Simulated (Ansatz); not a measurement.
# H2Zn: the cost of one run

Program: Ansatz 0.2.0, driven from Python. Level of theory: Hartree-Fock/def2-SVP. These are calculated values, not measurements.

## (1) The structure

Bond lengths: Zn1–H2 1.443 Å, Zn1–H3 1.401 Å. Angles: H2–Zn1–H3 155.2°.

The script holds or builds the structure itself.

## (2) Script

File h2zn_relaxed_scan.py:

```python
"""One bond of H2Zn held at set lengths while the rest relaxes."""

import ansatz as az
import numpy as np

GEOMETRY = """
Zn    0.15530   -0.13140    0.06230
H     0.45200    1.24300    0.38510
H    -0.61830   -1.17640   -0.46070
"""

geometry = az.Crystal.molecule()
for line in GEOMETRY.strip().splitlines():
    symbol, *xyz = line.split()
    geometry = geometry.atom(symbol, [float(v) for v in xyz])

setup = (
    geometry.calculation()
    .basis(gaussian="def2-SVP")
    .functional("hf")
)
symbols = [site.symbol for site in geometry.cartesian_sites]
pairs = [(0, 1), (0, 2)]
print("held (A)   E (eV)        ", "  ".join(f"{symbols[i]}{i}-{symbols[j]}{j}" for i, j in pairs))
for length in [1.29, 1.4, 1.51, 1.68, 1.89]:
    data = setup.relax(constraints=[az.DistanceConstraint((0, 2), at=length)], force_tolerance=0.02, max_steps=60).run(threads=1).report
    xyz = np.array(data["positions_ang"])
    print(f"{length:6.2f} {data['free_energy_ev']:14.5f}  ", "  ".join(f"{np.linalg.norm(xyz[i] - xyz[j]):.3f}" for i, j in pairs))
```

## (3) Launch

Started as:

```
python h2zn_relaxed_scan.py
```

What time and memory should one allow on 1 thread of Arm Neoverse V1, shared host?

About 6.8 s, with a peak of 0.16 GiB.
